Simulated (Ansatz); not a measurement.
# GaH2OS− (SMILES [OH][GaH][S-]): one structure at several levels

One table from this session's results is given with a row withheld; the runs are named, their logs left out.

Method: single points in def2-TZVPPD; program: Ansatz 0.2.0, Gaussian basis.

Cores are frozen in the correlated methods. Filled d shells of the heavier atoms are correlated.

## The starting structure

SMILES `[OH][GaH][S-]`, 5 atoms, charge -1, spin multiplicity 1.

Atoms are counted from 1 here; the program's logs count them from 0.

Bond lengths: O1–Ga2 1.895 Å, O1–H4 0.786 Å, Ga2–S3 2.202 Å, Ga2–H5 1.611 Å. Angles: Ga2–O1–H4 134.4°, O1–Ga2–S3 120.1°, O1–Ga2–H5 102.1°, S3–Ga2–H5 137.7°.

Geometry (Å):

```
O    -1.2190    0.6177   -0.2799
Ga    0.5447    0.1156    0.1982
S     1.0880   -2.0137    0.3384
H    -1.8334    0.2389   -0.5917
H     1.2406    1.5425    0.4719
```

Set-up of the first run:

run/in.yaml

```yaml
crystal:
  periodic: [false, false, false]
  atoms:
    - {symbol: O, position_ang: [-1.219000, 0.617700, -0.279900]}
    - {symbol: Ga, position_ang: [0.544700, 0.115600, 0.198200]}
    - {symbol: S, position_ang: [1.088000, -2.013700, 0.338400]}
    - {symbol: H, position_ang: [-1.833400, 0.238900, -0.591700]}
    - {symbol: H, position_ang: [1.240600, 1.542500, 0.471900]}
basis:
  gaussian: {orbitals: "def2-TZVPPD.json"}
total_charge: -1
correlation: {method: ccsd_t}
output: {forces: true}
```

The basis file named in the input lies beside it (Basis Set Exchange, JSON).

No record of the launch command was kept for these runs.

Among the steps run: CCSD(T)/def2-TZVPPD; PBE0-D4/def2-TZVPPD; wB97M-V/def2-TZVPPD; r2SCAN-D4/def2-TZVPPD; PBE-D4/def2-TZVPPD; BLYP-D4/def2-TZVPPD; CAM-B3LYP-D4/def2-TZVPPD.

One table of the session follows, with a row left open; its other results are not shown here.

```
      method  RMS force component (eV/Å)  angle to CCSD(T) forces (°)
     CCSD(T)                       6.445                    reference
     PBE0-D4                       6.420                          0.6
     wB97M-V                       6.408                          0.7
   r2SCAN-D4                           ?                            ?
      PBE-D4                       6.548                          1.2
     BLYP-D4                       6.480                          1.9
CAM-B3LYP-D4                       6.416                          0.8
```

**Question.** Estimate the row for r2SCAN-D4.

**Answer.** RMS force component (eV/Å): 6.424; angle to CCSD(T) forces (°): 0.5. In the column «RMS force component (eV/Å)» it lies between PBE0-D4 (6.420) and CCSD(T) (6.445).
